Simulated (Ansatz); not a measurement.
# Ta3N: a one-atom displacement scan

Aim: for Ta3N, map the energy as atom 2 (Ta) is pushed off its site.

Program: Ansatz 0.2.0. Level of theory: DFT PBE, scalar-relativistic, plane waves, PAW. These are calculated values, not measurements.

## (1) The system as given

The structure is trigonal, space group P-3m1 (No. 164). Conventional cell: a = 3.022 Å, b = 3.022 Å, c = 7.558 Å, α = 90.00°, β = 90.00°, γ = 120.00°. Ta (site symmetry -3m) is surrounded by 12 Ta at 3.02 Å. Around Ta (site symmetry 3m) lie 3 N at 2.18 Å. Around N (site symmetry -3m) lie 6 Ta at 2.18 Å.

As a file:

```
Ta N
1.0
     3.02177    0.00000    0.00000
    -1.51089    2.61693    0.00000
     0.00000    0.00000    7.55759
Ta N
3 1
Direct
  0.00000 0.00000 0.50000
  0.33333 0.66667 0.17360
  0.66667 0.33333 0.82640
  0.00000 0.00000 0.00000
```

It goes back to an entry of the Materials Project, which need not be the stable form.

This cell was relaxed beforehand with the same method: volume 14.94 Å³/atom, gap on the mesh none (metal).

## (2) Zero of energy

Reference values: F = -30182.5986 eV; pressure 0.01 GPa; largest force 0.003 eV/Å; gap on the mesh none (metal). It was computed beforehand with the settings of the runs below.

## (3) Setting up a one-atom displacement scan

Atom 2 (Ta) is moved by x along the Cartesian unit vector (0.000, -0.799, -0.601); the cell and all other atoms stay fixed. Forces below are components along that vector, summed over the moved atoms. In a periodic cell its images move with it.

## (4) Point x = -0.100 Å

File input.yaml:

```yaml
crystal:
  lattice:
    - [3.0217748255, 0.0, 0.0]
    - [-1.5108874128, 2.6169337634, 0.0]
    - [0.0, 0.0, 7.5575881873]
  atoms:
    - { symbol: Ta, position: [0.0, 0.0, 0.5] }
    - { symbol: Ta, position: [0.3486037092, 0.6972074185, 0.1815476399] }
    - { symbol: Ta, position: [0.6666666667, 0.3333333333, 0.8264049453] }
    - { symbol: "N", position: [0.0, 0.0, 0.0] }
basis:
  ecutwfc: 420
kpoints:
  mp_grid: { grid: [18, 18, 6] }
hamiltonian:
  xc: pbe
scf:
  occupations: { method: gaussian, width: 0.15 }
output:
  forces: true
  stress: true
  eigenvalues: true
```

Command:

```bash
ansatz run input.yaml --threads 1 --pin off --max-ram 2560MiB --backend cpu --events-out ev --progress --plain --runs-dir out
```

## (5) At x = 0.080 Å

input.yaml, as its differences from that of step 4:

```diff
@@ -7,3 +7,3 @@
     - { symbol: Ta, position: [0.0, 0.0, 0.5] }
-    - { symbol: Ta, position: [0.3486037092, 0.6972074185, 0.1815476399] }
+    - { symbol: Ta, position: [0.3211170326, 0.6422340652, 0.1672329865] }
     - { symbol: Ta, position: [0.6666666667, 0.3333333333, 0.8264049453] }
```

## (6) Point x = -0.060 Å

input.yaml, as its differences from that of step 5:

```diff
@@ -7,3 +7,3 @@
     - { symbol: Ta, position: [0.0, 0.0, 0.5] }
-    - { symbol: Ta, position: [0.3211170326, 0.6422340652, 0.1672329865] }
+    - { symbol: Ta, position: [0.3424955589, 0.6849911177, 0.1783666058] }
     - { symbol: Ta, position: [0.6666666667, 0.3333333333, 0.8264049453] }
```

## (7) At x = 0.040 Å

input.yaml, as its differences from that of step 6:

```diff
@@ -7,3 +7,3 @@
     - { symbol: Ta, position: [0.0, 0.0, 0.5] }
-    - { symbol: Ta, position: [0.3424955589, 0.6849911177, 0.1783666058] }
+    - { symbol: Ta, position: [0.327225183, 0.654450366, 0.1704140206] }
     - { symbol: Ta, position: [0.6666666667, 0.3333333333, 0.8264049453] }
```

## (8) Point x = -0.020 Å

input.yaml, as its differences from that of step 7:

```diff
@@ -7,3 +7,3 @@
     - { symbol: Ta, position: [0.0, 0.0, 0.5] }
-    - { symbol: Ta, position: [0.327225183, 0.654450366, 0.1704140206] }
+    - { symbol: Ta, position: [0.3363874085, 0.672774817, 0.1751855717] }
     - { symbol: Ta, position: [0.6666666667, 0.3333333333, 0.8264049453] }
```

## (9) Point x = 0.100 Å

input.yaml, as its differences from that of step 8:

```diff
@@ -7,3 +7,3 @@
     - { symbol: Ta, position: [0.0, 0.0, 0.5] }
-    - { symbol: Ta, position: [0.3363874085, 0.672774817, 0.1751855717] }
+    - { symbol: Ta, position: [0.3180629574, 0.6361259149, 0.1656424695] }
     - { symbol: Ta, position: [0.6666666667, 0.3333333333, 0.8264049453] }
```

## (10) x = -0.080 Å

input.yaml, as its differences from that of step 9:

```diff
@@ -7,3 +7,3 @@
     - { symbol: Ta, position: [0.0, 0.0, 0.5] }
-    - { symbol: Ta, position: [0.3180629574, 0.6361259149, 0.1656424695] }
+    - { symbol: Ta, position: [0.345549634, 0.6910992681, 0.1799571229] }
     - { symbol: Ta, position: [0.6666666667, 0.3333333333, 0.8264049453] }
```

## (11) Point x = 0.060 Å

input.yaml, as its differences from that of step 10:

```diff
@@ -7,3 +7,3 @@
     - { symbol: Ta, position: [0.0, 0.0, 0.5] }
-    - { symbol: Ta, position: [0.345549634, 0.6910992681, 0.1799571229] }
+    - { symbol: Ta, position: [0.3241711078, 0.6483422156, 0.1688235036] }
     - { symbol: Ta, position: [0.6666666667, 0.3333333333, 0.8264049453] }
```

## (12) At x = -0.040 Å

input.yaml, as its differences from that of step 11:

```diff
@@ -7,3 +7,3 @@
     - { symbol: Ta, position: [0.0, 0.0, 0.5] }
-    - { symbol: Ta, position: [0.3241711078, 0.6483422156, 0.1688235036] }
+    - { symbol: Ta, position: [0.3394414837, 0.6788829674, 0.1767760888] }
     - { symbol: Ta, position: [0.6666666667, 0.3333333333, 0.8264049453] }
```

(Steps that only read results are left out.)

Q: Predict the outcome of this session.

**Answer**, as computed:

```
                                                        quantity       value
force constant along x, from the points at -0.020, 0 and 0.040 Å  9.24 eV/Å²
```

In words: The restoring force grows by 9.24 eV/Å per Å near the site; for the mass of Ta against a rigid frame that is a vibration of about 118 cm⁻¹. The undisturbed cell stays the lowest of the sampled points. The well is lopsided: x = 0.100 Å costs 52 meV against 42 meV on the other side, and the dearer side brings atoms closer together. Spin-orbit coupling is left out for Ta.
